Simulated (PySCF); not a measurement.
**A diatomic session: KSe**

One table from this session's results is given with a row withheld; the runs are named, their logs left out.

Method: K x2c-SVPall, Se x2c-SVPall, spin-free X2C with a Gaussian nucleus; program: PySCF 2.14.0.

The first run:

A driver script around PySCF takes these settings:

```
atoms                         : K, Se
charge                        : 0
basis                         : K x2c-SVPall, Se x2c-SVPall
Hamiltonian                   : spin-free X2C with a Gaussian nucleus
basis functions               : 56
electrons treated             : 53
masses in u                   : 38.9637, 79.9165
levels                        : PBE0, PBE, r²SCAN, LDA, PBEsol, B2PLYP, LC-ωPBE, HF, MP2, SCS-MP2, CCSD, CCSD(T)
grid                          : 80 radial by 434 angular points
occupations                   : held fixed by the projection of orbital angular momentum
dissociation limit            : K + Se, each in its ground configuration
starting distance in angstrom : 3.060
values of 2S to try           : 1, 3
```

Started as:

```console
OMP_NUM_THREADS=1 python dia.py task.json out
```

Steps of the session up to this table: The job; First curve: PBE0; Excited determinants; PBE; r²SCAN (meta-GGA); LDA (local density); PBEsol; B2PLYP; LC-ωPBE; UHF (mean field); Correlated methods on the Hartree–Fock reference.

One table of the session follows, with a row left open; its other results are not shown here.

It belongs to the step «The curves together». Energy (eV) from each level's lowest point:

| R (Å) | UHF | UHF-MP2 | UHF-SCS-MP2 | UHF-CCSD | UHF-CCSD(T) |
| --- | --- | --- | --- | --- | --- |
| 2.543 | 0.725 | 0.628 | 0.645 | n/a | n/a |
| 2.661 | 0.352 | 0.290 | 0.301 | 0.299 | 0.298 |
| 2.780 | 0.136 | 0.101 | 0.107 | 0.106 | 0.106 |
| 2.868 | 0.048 | 0.029 | 0.031 | 0.031 | 0.031 |
| 2.957 | 0.006 | 0.000 | 0.000 | 0.000 | 0.000 |
| 3.046 | ? | ? | ? | ? | ? |
| 3.164 | 0.031 | 0.045 | 0.040 | 0.040 | 0.039 |
| 3.312 | 0.114 | 0.137 | 0.129 | 0.129 | 0.127 |
| 3.489 | 0.254 | 0.284 | 0.273 | 0.272 | 0.268 |
| 3.726 | 0.474 | 0.513 | 0.498 | n/a | n/a |

Q: Estimate the row for R (Å) = 3.046 from the others.

Worked estimate for «UHF». A straight line through the neighbours (2.957, 0.006) and (3.164, 0.031) gives 0.006 + (0.031 − 0.006) × (3.046 − 2.957) / (3.164 − 2.957) = 0.017; a parabola fitted to 4 rows on both sides gives 0.003.

**Answer.** UHF: 0.000; UHF-MP2: 0.004; UHF-SCS-MP2: 0.001; UHF-CCSD: 0.002; UHF-CCSD(T): 0.001. In «UHF» the line misses by +0.017 and the parabola by +0.003.

Caveats from the session: At some levels the lowest empty orbital lies below the highest filled one (the two can be of opposite spin).
